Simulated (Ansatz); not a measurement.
# AlH5N2O: the cost of one run

All numbers below are computed with Ansatz 0.2.0 (RKS B3LYP/def2-SVP).

### 1 The system as given

Bond lengths: Al1–O2 1.780 Å, O2–H3 1.010 Å, Al1–N4 1.920 Å, N4–H5 1.060 Å, N4–H6 1.060 Å, Al1–N7 1.920 Å, N7–H8 1.060 Å, N7–H9 1.060 Å. Angles: Al1–O2–H3 109.5°, O2–Al1–N4 120.0°, O2–Al1–N7 120.0°, N4–Al1–N7 120.0°, Al1–N4–H5 120.0°, Al1–N4–H6 120.0°, H5–N4–H6 120.0°, Al1–N7–H8 120.0°, Al1–N7–H9 120.0°, H8–N7–H9 120.0°.

Structure file:

```xyz
9

Al    0.0000    0.0000    0.0000
O     0.0000    0.0000    1.7800
H    -0.9095   -0.2814    2.1171
N     1.6627    0.0000   -0.9600
H     2.1293   -0.9179   -1.2118
H     2.1141    0.9179   -1.2382
N    -1.6627    0.0000   -0.9600
H    -2.3316   -0.8164   -0.8614
H    -1.9118    0.8164   -1.5886
```

### 2 Preparing the start

input.yaml reads:

```yaml
crystal:
  periodic: [false, false, false]
  atoms:
    - { symbol: Al, position_ang: [0.0, 0.0, 0.0] }
    - { symbol: O, position_ang: [0.0, 0.0, 1.78] }
    - { symbol: H, position_ang: [-0.9095, -0.2814, 2.1171] }
    - { symbol: "N", position_ang: [1.6627, 0.0, -0.96] }
    - { symbol: H, position_ang: [2.1293, -0.9179, -1.2118] }
    - { symbol: H, position_ang: [2.1141, 0.9179, -1.2382] }
    - { symbol: "N", position_ang: [-1.6627, 0.0, -0.96] }
    - { symbol: H, position_ang: [-2.3316, -0.8164, -0.8614] }
    - { symbol: H, position_ang: [-1.9118, 0.8164, -1.5886] }
basis:
  gaussian: { orbitals: def2-SVP }
hamiltonian:
  xc: b3lyp
relax:
  f_tol: 0.02
  max_steps: 40
```

On the command line:

```
$ ansatz run input.yaml --threads 1 --pin off --max-ram 2048MiB --backend cpu --events-out ev --progress --plain --runs-dir out
```

**Question.** How long does this run take on 1 thread of Intel Xeon 6975P-C (Granite Rapids), shared host, and how much memory does it need?

About 26 s, with a peak of 0.18 GiB.
